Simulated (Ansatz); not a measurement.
# C₂H₁₀SiSn: basis-set convergence

One table from this session's results is given with a row withheld; the runs are named, their logs left out.

Computed with Ansatz 0.2.0, Gaussian basis. Level: one geometry, several basis sets.

The runs, in order: PBE0-D4/def2-SVP; ωB97M-V/def2-SVP; PBE0-D4/def2-QZVPP; ωB97M-V/def2-QZVPP; the functionals' def2-TZVPP values are taken from earlier runs.

## The relaxed structure

An earlier PBE0-D4 in a triple-zeta def2 set relaxation fixed the geometry. Sn takes the def2 core potential; no spin-orbit term is included.

14 atoms, charge 0, spin multiplicity 1.

Atoms are counted from 1 here; the program's logs count them from 0.

Bond lengths: C1–Sn2 2.147 Å, C1–H5 1.090 Å, C1–H6 1.091 Å, C1–H7 1.090 Å, Sn2–C3 2.147 Å, Sn2–Si4 2.568 Å, Sn2–H8 1.718 Å, C3–H9 1.091 Å, C3–H10 1.090 Å, C3–H11 1.090 Å, Si4–H12 1.489 Å, Si4–H13 1.489 Å, Si4–H14 1.489 Å. Angles: Sn2–C1–H5 110.0°, Sn2–C1–H6 109.7°, Sn2–C1–H7 110.4°, H5–C1–H6 108.9°, H5–C1–H7 108.9°, H6–C1–H7 108.9°, C1–Sn2–C3 108.8°, C1–Sn2–Si4 110.6°, C1–Sn2–H8 108.6°, C3–Sn2–Si4 110.6°, C3–Sn2–H8 108.6°, Si4–Sn2–H8 109.6°, Sn2–C3–H9 109.7°, Sn2–C3–H10 110.0°, Sn2–C3–H11 110.4°, H9–C3–H10 108.9°, H9–C3–H11 108.9°, H10–C3–H11 108.9° and more.

Geometry (Å):

```mol
C2H10SiSn
  3D, bonds by distance, orders not assigned

 14 13  0  0  0  0  0  0  0  0999 V2000
   -0.9370    1.5170   -1.1122 C   0  0
   -0.4007    0.1426    0.4483 Sn  0  0
    1.4780    0.7510    1.2920 C   0  0
   -0.2443   -2.2495   -0.4718 Si  0  0
   -0.1877    1.4920   -1.9039 H   0  0
   -0.9918    2.5288   -0.7087 H   0  0
   -1.9063    1.2525   -1.5350 H   0  0
   -1.6005    0.2116    1.6754 H   0  0
    1.3990    1.7715    1.6686 H   0  0
    2.2574    0.7144    0.5303 H   0  0
    1.7566    0.0918    2.1142 H   0  0
    0.1259   -3.2131    0.6007 H   0  0
    0.7927   -2.3277   -1.5380 H   0  0
   -1.5413   -2.6829   -1.0599 H   0  0
  1  2  8  0
  2  3  8  0
  2  4  8  0
  1  5  8  0
  1  6  8  0
  1  7  8  0
  2  8  8  0
  3  9  8  0
  3 10  8  0
  3 11  8  0
  4 12  8  0
  4 13  8  0
  4 14  8  0
M  END
```

The first run:

File in.yaml:

```yaml
crystal:
  periodic: [false, false, false]
  atoms:
    - {symbol: C, position_ang: [-0.937031, 1.517024, -1.112187]}
    - {symbol: Sn, position_ang: [-0.400726, 0.142626, 0.448275]}
    - {symbol: C, position_ang: [1.477999, 0.750994, 1.292029]}
    - {symbol: Si, position_ang: [-0.244332, -2.249510, -0.471829]}
    - {symbol: H, position_ang: [-0.187667, 1.492011, -1.903877]}
    - {symbol: H, position_ang: [-0.991781, 2.528819, -0.708694]}
    - {symbol: H, position_ang: [-1.906285, 1.252520, -1.535007]}
    - {symbol: H, position_ang: [-1.600454, 0.211618, 1.675362]}
    - {symbol: H, position_ang: [1.399040, 1.771527, 1.668611]}
    - {symbol: H, position_ang: [2.257364, 0.714362, 0.530325]}
    - {symbol: H, position_ang: [1.756611, 0.091753, 2.114202]}
    - {symbol: H, position_ang: [0.125932, -3.213119, 0.600681]}
    - {symbol: H, position_ang: [0.792668, -2.327669, -1.538003]}
    - {symbol: H, position_ang: [-1.541335, -2.682944, -1.059910]}
basis:
  gaussian: {orbitals: def2-SVP}
hamiltonian: {xc: pbe0, dispersion: d4}
output: {orbitals: {seedname: orbitals}}
```

Run with:

```sh
ansatz run in.yaml --threads 2 --pin off --events-out ev --progress --plain --max-ram 20480MiB --backend cpu
```

Among the steps run: PBE0-D4 in def2-SVP; ωB97M-V in def2-SVP; PBE0-D4 in def2-QZVPP; ωB97M-V in def2-QZVPP.

One table of the session follows, with a row left open; its other results are not shown here.

It belongs to the step «Functionals by basis». 

```
functional       basis  HOMO (eV)  LUMO (eV)
   PBE0-D4    def2-SVP      -7.49       0.47
   PBE0-D4  def2-TZVPP      -7.49       0.13
   PBE0-D4  def2-QZVPP          ?          ?
   ωB97M-V    def2-SVP      -9.46       2.18
   ωB97M-V  def2-TZVPP      -9.49       1.56
   ωB97M-V  def2-QZVPP      -9.49       1.24
```

Estimate the missing values for PBE0-D4, def2-QZVPP.

As computed: HOMO (eV): -7.49; LUMO (eV): 0.03.
